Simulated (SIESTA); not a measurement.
MnPt2:

```
Pt Mn
1.0
     2.85840    0.00000    0.00000
    -1.42920    2.47545    0.00000
     0.00000    0.00000    6.53250
Pt Mn
2 1
Direct
  0.66667 0.33333 0.31621
  0.33333 0.66667 0.68379
  0.00000 0.00000 0.00000
```

The cell comes from a database or a generator and needn't be the stable form of this composition.

| Quantity | Value |
| --- | --- |
| Program | SIESTA 5.4.2 |
| Task | single point |
| Functional | PBEsol |
| Potentials or basis | PseudoDojo 0.4 standard (PBEsol files) |
| Basis | DZP (energy shift 0.003 Ry; two zetas on semicore shells) |
| Grid cutoff | 800 Ry |
| Energy shift | 0.003 Ry |
| k mesh | 11 × 11 × 4 |
| Occupations | fermi-dirac, width 0.05 eV |
| Spin | collinear spin, ferromagnetic start |
| Starting moments | [0.0, 0.0, 4.0] μB |

On this cell: pressure -8.4 GPa; largest force 0.118 eV/Å; net moment 4.59 μB per cell; site moments Pt +0.24; Mn +4.10 μB; band gap on the k mesh none (metal or under the smearing width).

The same run follows on a disturbed copy (atoms moved at random, drawn with an rms of 0.05 Å):

```xyz
3
Lattice="2.8584 0.0000 0.0000 -1.4292 2.4755 0.0000 0.0000 0.0000 6.5325" Properties=species:S:1:pos:R:3 pbc="T T T"
Pt    1.4108    0.8661    2.0592
Pt    0.0313    1.6535    4.4467
Mn   -0.0487   -0.0684   -0.0382
```

**Question.** What does the disturbed cell give?

**Answer.** The energy (extrapolated to zero smearing) moves by +7.0 meV/atom; pressure -8.1 GPa; largest force 0.449 eV/Å; net moment 4.59 μB per cell; site moments Pt +0.24, +0.25; Mn +4.11 μB; band gap on the k mesh none (metal or under the smearing width).

Forces on the atoms (eV/Å):
```
Pt  -0.004 -0.165 -0.117
Pt  -0.161 -0.090 -0.212
Mn   0.165  0.256  0.331
```

Stress tensor (GPa, compression positive):
```
-9.07  0.20  0.40
 0.20 -9.09 -0.03
 0.40 -0.03 -6.14
```

Caveats: short orbitals over semicore shells can move pressures by several GPa; the basis of atomic orbitals isn't converged, which shifts pressures, moduli and gaps.
